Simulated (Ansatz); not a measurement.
# Si3N: the cost of one run

Program: Ansatz 0.2.0. Level of theory: DFT PBE, scalar-relativistic, plane waves, PAW. These are calculated values, not measurements.

5 further runs of the same task are left out: 5 set aside as unsound or not needed.

### 1 The system as given

Symmetry: Pm-3m, No. 221, cubic system. Conventional cell: a = 3.698 Å, b = 3.698 Å, c = 3.698 Å, α = 90.00°, β = 90.00°, γ = 90.00°. Around Si (site symmetry 4/mmm) lie 8 Si at 2.61 Å and 4 N at 2.61 Å. N (site symmetry m-3m) has 12 Si at 2.61 Å as nearest neighbours.

Structure file:

```cif
data_structure
_symmetry_space_group_name_H-M 'P 1'
_symmetry_Int_Tables_number 1
_cell_length_a 3.6975
_cell_length_b 3.6975
_cell_length_c 3.6975
_cell_angle_alpha 90.000
_cell_angle_beta 90.000
_cell_angle_gamma 90.000
_cell_volume 50.55
loop_
_atom_site_label
_atom_site_type_symbol
_atom_site_fract_x
_atom_site_fract_y
_atom_site_fract_z
_atom_site_occupancy
Si1 Si 0.00000 0.50000 0.50000 1
Si2 Si 0.50000 0.00000 0.50000 1
Si3 Si 0.50000 0.50000 0.00000 1
N1 N 0.00000 0.00000 0.00000 1
```

This is candidate A: Cu3Au (L1_2) type (Pm-3m, No. 221).

(A quick probe on a coarse mesh, which set the mesh and smearing, is not shown.)

### 3 Full relaxation (candidate A)

Contents of input.yaml:

```yaml
crystal:
  lattice:
    - [3.6975029066, 0.0, 0.0]
    - [0.0, 3.6975029066, 0.0]
    - [0.0, 0.0, 3.6975029066]
  atoms:
    - { symbol: Si, position: [0.0, 0.5, 0.5] }
    - { symbol: Si, position: [0.5, 0.0, 0.5] }
    - { symbol: Si, position: [0.5, 0.5, 0.0] }
    - { symbol: "N", position: [0.0, 0.0, 0.0] }
basis:
  ecutwfc: 420
kpoints:
  mp_grid: { grid: [12, 12, 12] }
hamiltonian:
  xc: pbe
scf:
  occupations: { method: gaussian, width: 0.1 }
output:
  forces: true
  stress: true
  eigenvalues: true
relax:
  adjacent_minimum: "off"
  f_tol: 0.01
  max_steps: 80
  cell: { stress_tol: 0.05 }
```

Started as:

```sh
$ ansatz run input.yaml --threads 1 --pin off --max-ram 2560MiB --backend cpu --events-out ev --progress --plain --runs-dir out
```

What time and memory should one allow on 1 thread of Intel Xeon Platinum 8375C at 2.90GHz (Ice Lake), shared host?

About 11 s, with a peak of 0.4 GiB.
